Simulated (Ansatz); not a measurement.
Write a Python script for the Ansatz DFT code, driven from Python that makes a rigid scan of one bond length of H2KN, SMILES [NH2][K]. Level of theory (for the species named): CCSD(T), def2-TZVP basis, multiplicity 1.

```xyz
4

N    -0.2271   -0.2400   -0.4277
K     1.6745   -0.2992    1.0984
H    -1.1620   -0.3068    0.1376
H    -0.2299    0.7858   -0.8286
```

The script, `scan_h2kn.py`:
```python
'''Stretching a bond of H2KN, the rest held rigid.'''

import logging
import sys

import ansatz
from ase import Atoms
import numpy as np

logging.basicConfig(stream=sys.stdout, format='%(name)s: %(message)s')
logger = logging.getLogger('ansatz_job')
logger.setLevel(logging.INFO)

SETTINGS = {
    'basis_set': 'def2-TZVP',
    'method': 'ccsd_t',
}


def main() -> None:
    atoms = Atoms(['N', 'K', 'H', 'H'], positions=[
        [-0.2271, -0.24, -0.4277],
        [1.6745, -0.2992, 1.0984],
        [-1.162, -0.3068, 0.1376],
        [-0.2299, 0.7858, -0.8286],
    ])
    molecule = ansatz.Crystal.molecule_from_ase(atoms)

    symbols = [site.symbol for site in molecule.cartesian_sites]
    start = np.array([site.position_ang for site in molecule.cartesian_sites])
    axis = (start[2] - start[0]) / np.linalg.norm(start[2] - start[0])
    moving = [2]
    lengths, energies = [0.963, 1.007, 1.051, 1.095, 1.138, 1.182, 1.226, 1.292], []
    for length in lengths:
        xyz = start.copy()
        xyz[moving] += (length - np.linalg.norm(start[2] - start[0])) * axis
        point = ansatz.Crystal.molecule()
        for symbol, place in zip(symbols, xyz):
            point = point.atom(symbol, place.tolist())
        setup = (
            point.calculation()
            .basis(gaussian=SETTINGS['basis_set'])
            .correlation(SETTINGS['method'])  # correlation on top of the mean field
        )
        data = setup.run(threads=1, pin='off').report
        energies.append(data['free_energy_ev'])
        logger.info(f'r = {length:6.3f} A  E = {energies[-1]:.5f} eV  <S^2> = {abs(data["mean_field"]["state"]["spin_squared"]):.3f}')

    # quartic fit about the minimum
    fit = np.polynomial.Polynomial.fit(lengths, np.array(energies) - min(energies), 4).convert()
    roots = [r.real for r in fit.deriv().roots() if abs(r.imag) < 1e-9 and fit.deriv(2)(r.real) > 0]
    r_e = min(roots, key=lambda r: abs(r - lengths[int(np.argmin(energies))]))
    logger.info(f'minimum of the fit at {r_e:.4f} A, force constant {fit.deriv(2)(r_e):.2f} eV/A^2')


if __name__ == '__main__':
    main()
```

```console
$ python scan_h2kn.py
ansatz_job: r =  0.963 A  E = -17828.15614 eV  <S^2> = 0.000
ansatz_job: r =  1.007 A  E = -17828.23942 eV  <S^2> = 0.000
ansatz_job: r =  1.051 A  E = -17828.23487 eV  <S^2> = 0.000
ansatz_job: r =  1.095 A  E = -17828.16461 eV  <S^2> = 0.000
ansatz_job: r =  1.138 A  E = -17828.04893 eV  <S^2> = 0.000
ansatz_job: r =  1.182 A  E = -17827.89565 eV  <S^2> = 0.000
ansatz_job: r =  1.226 A  E = -17827.71751 eV  <S^2> = 0.000
ansatz_job: r =  1.292 A  E = -17827.42131 eV  <S^2> = 0.000
ansatz_job: minimum of the fit at 1.0262 A, force constant 39.89 eV/A^2
```

Reading the output:
- Total energies depend on the basis set; only differences at equal settings carry meaning.
- The rest of the molecule is held rigid at a force-field or estimated start geometry, and the basis set is modest; single-reference methods fail as a bond breaks.
- The orbitals are restricted, so S² is zero by construction.
- S² is that of the Hartree-Fock reference.
- Finished in 33 s on 1 thread of Arm Neoverse N1, with other jobs on the host, peak memory 0.27 GiB.

(Lines on the test bed's own set-up are left out of the output.)
